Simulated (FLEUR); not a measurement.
# Ti3S2 (R32) in FLEUR: band structure with PBEsol

Aim: the band structure of Ti3S2 with PBEsol.

Everything below comes from runs of FLEUR MaX-R8.1 (later development tree). Logs are shortened: lines on timing, memory, paths and dates and some standing lists are left out, and cuts for length are marked.

### Step 1. Starting point

It takes space group R32 (No. 155, trigonal). The conventional cell has a = 5.426 Å, b = 5.426 Å, c = 9.713 Å, α = 90.00°, β = 90.00°, γ = 120.00°. Ti (site symmetry 2) has 4 S at 2.42 to 2.44 Å as nearest neighbours. Around S (site symmetry 3) lie 6 Ti at 2.42 to 2.44 Å.

The cell comes from a database or a generator and needn't be the stable form of this composition.

### Step 2. Band structure, PBEsol

Input file inp.xml:

```xml
<?xml version="1.0" encoding="UTF-8" standalone="no"?>
<fleurInput fleurInputVersion="0.39">
   <comment>
      Ti3S2                                                                                               
   </comment>
   <calculationSetup>
      <cutoffs Kmax="4.95" Gmax="15.3" GmaxXC="15.3" numbands="0"/>
      <scfLoop itmax="60" minDistance="0.00001" maxIterBroyd="15" imix="Anderson" alpha="0.05" precondParam="0.0" spinf="2.0" sdNocoIR="T"/>
      <coreElectrons ctail="T" frcor="F" kcrel="0" coretail_lmax="0"/>
      <xcFunctional name="PBEs" relativisticCorrections="F"/>
      <magnetism jspins="1"/>
      <soc l_soc="F" theta="0.0" phi="0.0" spav="F"/>
      <expertModes spex="0" secvar="F"/>
      <geometryOptimization l_f="F" forcealpha="1.0" forcemix="BFGS" epsdisp="0.00001" epsforce="0.00001"/>
      <ldaU l_linMix="F" mixParam="0.05" spinf="1.0"/>
   </calculationSetup>
   <cell>
      <bzIntegration valenceElectrons="48.0" mode="hist" fermiSmearingEnergy="0.00183747">
         <kPointListSelection listName="default-1"/>
         <!-- k-points included here -->
         <xi:include xmlns:xi="http://www.w3.org/2001/XInclude" href="kpts.xml"> </xi:include>
      </bzIntegration>
      <!-- symmetry operations included here -->
      <xi:include xmlns:xi="http://www.w3.org/2001/XInclude" href="sym.xml"> </xi:include>
      <bulkLattice scale="1.0">
         <bravaisMatrix>
[... 35 lines left out ...]
         <lo type="SCLO" l="2" n="3" eDeriv="2"/>
         <lo type="SCLO" l="3" n="4" eDeriv="2"/>
      </species>
   </atomSpecies>
   <atomGroups>
      <atomGroup species="Titanium (Ti)">
         <relPos label="                   1">.0000000000 .3356550000 -.3356550000</relPos>
         <relPos label="                   2">-.3356550000 .0000000000 .3356550000</relPos>
         <relPos label="                   3">.3356550000 -.3356550000 .0000000000</relPos>
         <force calculate="T" relaxXYZ="TTT"/>
      </atomGroup>
      <atomGroup species="Sulfur (S)">
         <relPos label="                   4">.1678390000 .1678390000 .1678390000</relPos>
         <relPos label="                   5">-.1678390000 -.1678390000 -.1678390000</relPos>
         <force calculate="T" relaxXYZ="TTT"/>
      </atomGroup>
   </atomGroups>
   <output dos="F" band="F" slice="F">
      <checks vchk="F" cdinf="F"/>
      <bandDOS minEnergy="-.5*Htr" maxEnergy="0.5*Htr" sigma="0.015" storeEVData="T"/>
      <vacuumDOS vacdos="F" integ="F" star="F" nstars="0" locx1="0.0" locy1="0.0" locx2="0.0" locy2="0.0" nstm="0" tworkf="0.0"/>
      <unfoldingBand unfoldBand="F" supercellX="1" supercellY="1" supercellZ="1"/>
      <plotting iplot="0" polar="F">
         <plot TwoD="T" vec1="  1.0  0.0  0.0" vec2="  0.0  1.0  0.0" vec3="  0.0  0.0  1.0" zero="  0.0  0.0  0.0" file="plot"/>
      </plotting>
      <chargeDensitySlicing numkpt="0" minEigenval="0.0" maxEigenval="0.0" nnne="0" pallst="F"/>
      <specialOutput eonly="F"/>
      <moessbauerParams electricFieldGradient="T" isomerShift="T" coreHyperfine="T" valenceHyperfine="T"/>
      <magneticCircularDichroism mcd="F" energyLo="-10.0" energyUp="0.0"/>
   </output>
  <!-- We include the file relax.xml here to enable relaxations (see documentation) -->
  <xi:include xmlns:xi="http://www.w3.org/2001/XInclude" href="relax.xml"> <xi:fallback/> </xi:include>
</fleurInput>
```

Input file crystal.txt:

```
Ti3S2
&input cartesian=F /
2.7131139241  1.5664170544  3.2376184047
-2.7131139241  1.5664170544  3.2376184047
0.0000000000  -3.1328341088  3.2376184047
1.8897261246
1.0 1.0 1.0

5
22 0.0000000000  0.3356550000  0.6643450000
22 0.6643450000  0.0000000000  0.3356550000
22 0.3356550000  0.6643450000  0.0000000000
16 0.1678390000  0.1678390000  0.1678390000
16 0.8321610000  0.8321610000  0.8321610000

&kpt div1=6 div2=6 div3=6 gamma=T /
```

Input file inp.xml (bands):

```
<?xml version="1.0" encoding="UTF-8" standalone="no"?>
<fleurInput fleurInputVersion="0.39">
   <comment>
      Ti3S2                                                                                               
   </comment>
   <calculationSetup>
      <cutoffs Kmax="4.95" Gmax="15.3" GmaxXC="15.3" numbands="0"/>
      <scfLoop itmax="60" minDistance="0.00001" maxIterBroyd="15" imix="Anderson" alpha="0.05" precondParam="0.0" spinf="2.0" sdNocoIR="T"/>
      <coreElectrons ctail="T" frcor="F" kcrel="0" coretail_lmax="0"/>
      <xcFunctional name="PBEs" relativisticCorrections="F"/>
      <magnetism jspins="1"/>
      <soc l_soc="F" theta="0.0" phi="0.0" spav="F"/>
      <expertModes spex="0" secvar="F"/>
      <geometryOptimization l_f="F" forcealpha="1.0" forcemix="BFGS" epsdisp="0.00001" epsforce="0.00001"/>
      <ldaU l_linMix="F" mixParam="0.05" spinf="1.0"/>
   </calculationSetup>
   <cell>
      <bzIntegration valenceElectrons="48.0" mode="hist" fermiSmearingEnergy="0.00183747">
         <kPointListSelection listName="path-1"/>
         <!-- k-points included here -->
         <xi:include xmlns:xi="http://www.w3.org/2001/XInclude" href="kpts.xml"> </xi:include>
      </bzIntegration>
      <!-- symmetry operations included here -->
      <xi:include xmlns:xi="http://www.w3.org/2001/XInclude" href="sym.xml"> </xi:include>
      <bulkLattice scale="1.0">
[... 36 lines left out ...]
         <lo type="SCLO" l="2" n="3" eDeriv="2"/>
         <lo type="SCLO" l="3" n="4" eDeriv="2"/>
      </species>
   </atomSpecies>
   <atomGroups>
      <atomGroup species="Titanium (Ti)">
         <relPos label="                   1">.0000000000 .3356550000 -.3356550000</relPos>
         <relPos label="                   2">-.3356550000 .0000000000 .3356550000</relPos>
         <relPos label="                   3">.3356550000 -.3356550000 .0000000000</relPos>
         <force calculate="T" relaxXYZ="TTT"/>
      </atomGroup>
      <atomGroup species="Sulfur (S)">
         <relPos label="                   4">.1678390000 .1678390000 .1678390000</relPos>
         <relPos label="                   5">-.1678390000 -.1678390000 -.1678390000</relPos>
         <force calculate="T" relaxXYZ="TTT"/>
      </atomGroup>
   </atomGroups>
   <output dos="F" band="T" slice="F">
      <checks vchk="F" cdinf="F"/>
      <bandDOS minEnergy="-.5*Htr" maxEnergy="0.5*Htr" sigma="0.015" storeEVData="T"/>
      <vacuumDOS vacdos="F" integ="F" star="F" nstars="0" locx1="0.0" locy1="0.0" locx2="0.0" locy2="0.0" nstm="0" tworkf="0.0"/>
      <unfoldingBand unfoldBand="F" supercellX="1" supercellY="1" supercellZ="1"/>
      <plotting iplot="0" polar="F">
         <plot TwoD="T" vec1="  1.0  0.0  0.0" vec2="  0.0  1.0  0.0" vec3="  0.0  0.0  1.0" zero="  0.0  0.0  0.0" file="plot"/>
      </plotting>
      <chargeDensitySlicing numkpt="0" minEigenval="0.0" maxEigenval="0.0" nnne="0" pallst="F"/>
      <specialOutput eonly="F"/>
      <moessbauerParams electricFieldGradient="T" isomerShift="T" coreHyperfine="T" valenceHyperfine="T"/>
      <magneticCircularDichroism mcd="F" energyLo="-10.0" energyUp="0.0"/>
   </output>
  <!-- We include the file relax.xml here to enable relaxations (see documentation) -->
  <xi:include xmlns:xi="http://www.w3.org/2001/XInclude" href="relax.xml"> <xi:fallback/> </xi:include>
</fleurInput>
```

Potentials or basis: all-electron, FLAPW.

The run is started by

```
> inpgen -f crystal.txt -profile fastHighL
> # inp.xml edited to the form shown
> fleur_MPI
> fleur_MPI   # second run, on inp.xml (bands)
```

Log:

```text
Welcome to FLEUR        (www.flapw.de)
      MaX-Release 8.1          (www.max-centre.eu)

 ========== k-point set info ==========
 Selected k-point list: default-1
 k-point list type: mesh
 6 x 6 x 6
 Number of k points: 32

 ------------Calculation Setup---------------------------
 Number of MPI-tasks      :            1
 Number of PE/node        :            1
 Number of OMP-threads    :            1
 Most efficient MPI parallelization for:
           1           2           4           8          16          32
 Additional eigenvalue parallelization possible
 Number of basis functions:         1330
 Approximate size of matrices (H+S) per k-point:         0.053 GB
 --------------------------------------------------------
 Iteration:     1   Distance:       7.65582629 me/bohr^3
 Iteration:     2   Distance:       6.86590857 me/bohr^3
 Iteration:     3   Distance:       3.86271383 me/bohr^3
 Iteration:     4   Distance:       2.51104523 me/bohr^3
 Iteration:     5   Distance:       1.08793431 me/bohr^3
 Iteration:     6   Distance:       0.67206912 me/bohr^3
 Iteration:     7   Distance:       0.24381354 me/bohr^3
 Iteration:     8   Distance:       0.05231565 me/bohr^3
 Iteration:     9   Distance:       0.04303670 me/bohr^3
 Iteration:    10   Distance:       0.01566598 me/bohr^3
 Iteration:    11   Distance:       0.00403145 me/bohr^3
 Iteration:    12   Distance:       0.00220962 me/bohr^3
 Iteration:    13   Distance:       0.00067849 me/bohr^3
 Iteration:    14   Distance:       0.00021194 me/bohr^3
 Iteration:    15   Distance:       0.00008132 me/bohr^3
 Iteration:    16   Distance:       0.00007266 me/bohr^3
 Iteration:    17   Distance:       0.00003951 me/bohr^3
 Iteration:    18   Distance:       0.00001006 me/bohr^3
 Iteration:    19   Distance:       0.00000252 me/bohr^3

 ********************************************************************
 Run finished successfully
 Stop message:
   all done
 ********************************************************************
```

It took 22 min on 1 thread of Arm Neoverse V2, shared host; peak memory 0.17 GiB.

Results:

| Property | Result |
| --- | --- |
| Free energy | -91319.9209 eV |
| Band gap along the path | none (metal or under the smearing width) |
| Valence electrons inside the program's atomic spheres | Ti 10.08; S 3.96 (radii Ti 2.25, S 1.98 bohr) |

Levels at the corners of the path, in eV from the Fermi level:
```
point  band 21  band 22  band 23  band 24  band 25  band 26  band 27  band 28
    Γ    -2.14    -1.41    -0.01    -0.01     0.57     0.57     1.78     1.78
    L    -0.92    -0.89    -0.67    -0.44    -0.15     0.83     1.29     1.38
   B1    -1.03    -0.76    -0.53    -0.34     0.38     0.67     0.71     1.10
    B    -1.03    -0.76    -0.53    -0.34     0.38     0.67     0.71     1.10
    Z    -0.82    -0.17    -0.17    -0.05     0.31     0.31     0.82     0.82
    Γ    -2.14    -1.41    -0.01    -0.01     0.57     0.57     1.78     1.78
    X    -1.39    -1.08    -0.75    -0.26     0.28     0.68     1.35     1.59
    Q    -1.39    -1.08    -0.75    -0.26     0.28     0.68     1.35     1.59
    F    -1.45    -1.03    -0.69    -0.21     0.10     0.67     1.37     1.54
   P1    -0.97    -0.71    -0.40    -0.26     0.31     0.58     0.68     1.03
    Z    -0.82    -0.17    -0.17    -0.05     0.31     0.31     0.82     0.82
    L    -0.92    -0.89    -0.67    -0.44    -0.15     0.83     1.29     1.38
    P    -0.97    -0.71    -0.40    -0.26     0.31     0.58     0.68     1.03
```

Core levels (eV from the Fermi level):
```csv
atom,levels
1 Ti,"1s1/2 -4856.4, 2s1/2 -530.5, 2p1/2 -442.0, 2p3/2 -436.3"
2 Ti,"1s1/2 -4856.4, 2s1/2 -530.5, 2p1/2 -442.0, 2p3/2 -436.3"
3 Ti,"1s1/2 -4856.4, 2s1/2 -530.5, 2p1/2 -442.0, 2p3/2 -436.3"
4 S,"1s1/2 -2396.3, 2s1/2 -206.2, 2p1/2 -152.1, 2p3/2 -150.8"
5 S,"1s1/2 -2396.3, 2s1/2 -206.2, 2p1/2 -152.1, 2p3/2 -150.8"
```
